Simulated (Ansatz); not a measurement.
**C₂H₇BN₂: up Jacob's ladder to CCSD(T)**

The task here is to estimate one member of a computed series from the others.

The runs use Ansatz 0.2.0, Gaussian basis; functionals in def2-TZVPP, the program's frozen cores in correlated methods.

Plan: PBE-D4, r2SCAN-D4, PBE0-D4, B3LYP-D4, ωB97X-V, ωB97M-V, B2PLYP; CCSD(T)/def2-TZVPP; MP2/def2-QZVPP; extrapolation to the limit.

### Structure used throughout

The geometry comes from an earlier relaxation with PBE0-D4 in a triple-zeta def2 set; it is a stationary point, not always the lowest conformer.

SMILES `NCC1BN1`, 12 atoms, charge 0, spin multiplicity 1.

Atoms are counted from 1 here; the program's logs count them from 0.

Bond lengths: N1–C2 1.453 Å, N1–H6 1.014 Å, N1–H7 1.013 Å, C2–C3 1.513 Å, C2–H8 1.097 Å, C2–H9 1.096 Å, C3–B4 1.564 Å, C3–N5 1.467 Å, C3–H10 1.095 Å, B4–N5 1.343 Å, B4–H11 1.184 Å, N5–H12 1.003 Å. Angles: C2–N1–H6 109.7°, C2–N1–H7 110.3°, H6–N1–H7 106.4°, N1–C2–C3 114.4°, N1–C2–H8 107.6°, N1–C2–H9 108.7°, C3–C2–H8 110.5°, C3–C2–H9 109.1°, H8–C2–H9 106.1°, C2–C3–B4 123.7°, C2–C3–N5 118.8°, C2–C3–H10 113.1°, B4–C3–N5 52.5°, B4–C3–H10 119.6°, N5–C3–H10 115.2°, C3–B4–N5 60.0°, C3–B4–H11 155.5°, N5–B4–H11 144.5° and more.

Set-up of the first run:

File in.yaml:

```yaml
crystal:
  periodic: [false, false, false]
  atoms:
    - {symbol: N, position_ang: [-1.414243, -0.679475, 1.237383]}
    - {symbol: C, position_ang: [-0.300318, 0.197916, 0.918457]}
    - {symbol: C, position_ang: [0.517344, -0.238761, -0.277682]}
    - {symbol: B, position_ang: [0.337811, 0.353477, -1.714565]}
    - {symbol: N, position_ang: [1.368576, 0.749314, -0.949366]}
    - {symbol: H, position_ang: [-1.993775, -0.809512, 0.415780]}
    - {symbol: H, position_ang: [-1.074314, -1.597977, 1.496536]}
    - {symbol: H, position_ang: [0.332527, 0.268256, 1.812096]}
    - {symbol: H, position_ang: [-0.687757, 1.206931, 0.739532]}
    - {symbol: H, position_ang: [0.963269, -1.230529, -0.153113]}
    - {symbol: H, position_ang: [-0.190663, 0.491263, -2.764699]}
    - {symbol: H, position_ang: [2.218442, 1.233793, -0.726557]}
basis:
  gaussian: {orbitals: def2-TZVPP}
hamiltonian: {xc: pbe, dispersion: d4}
output: {forces: true, orbitals: {seedname: orbitals}}
```

The run is started by

```sh
$ ansatz run in.yaml --threads 4 --pin off --events-out ev --progress --plain --max-ram 10444MiB
```

Among the steps run: PBE-D4 (GGA); r2SCAN-D4 (meta-GGA); PBE0-D4 (hybrid); B3LYP-D4 (hybrid); ωB97X-V (range-separated); ωB97M-V (range-separated); B2PLYP (double hybrid); CCSD(T) in def2-TZVPP; MP2 in def2-QZVPP.

One of the session's tables, all rows but one given; the rest of the session is left out.

| method | atoms, summed (eV) | atomisation energy (kcal/mol) |
| --- | --- | --- |
| PBE-D4 | -5789.593 | 1122.2 |
| r2SCAN-D4 | -5795.048 | 1088.3 |
| PBE0-D4 | -5791.234 | 1098.3 |
| B3LYP-D4 | -5798.907 | 1093.7 |
| ωB97X-V | -5796.651 | 1092.9 |
| ωB97M-V | -5795.655 | 1094.9 |
| B2PLYP | -5793.805 | 1079.1 |
| HF/def2-TZVPP | -5774.840 | 762.1 |
| MP2/def2-TZVPP | -5784.784 | 1071.3 |
| CCSD/def2-TZVPP | -5787.334 | 1035.0 |
| CCSD(T)/def2-TZVPP | ? | ? |
| MP2/CBS | -5786.494 | 1102.2 |
| CCSD(T)/CBS | -5789.314 | 1083.5 |

Q: Estimate the row for CCSD(T)/def2-TZVPP from the others.

As computed: atoms, summed (eV): -5787.604; atomisation energy (kcal/mol): 1052.5. In the column «atoms, summed (eV)» it lies between CCSD(T)/CBS (-5789.314) and CCSD/def2-TZVPP (-5787.334).

Caveats from the session: Free atoms (2 N, 2 C, 1 B, 7 H) were run apart at each level; the atomisation energy is their sum less the molecule, without zero-point or spin-orbit terms.
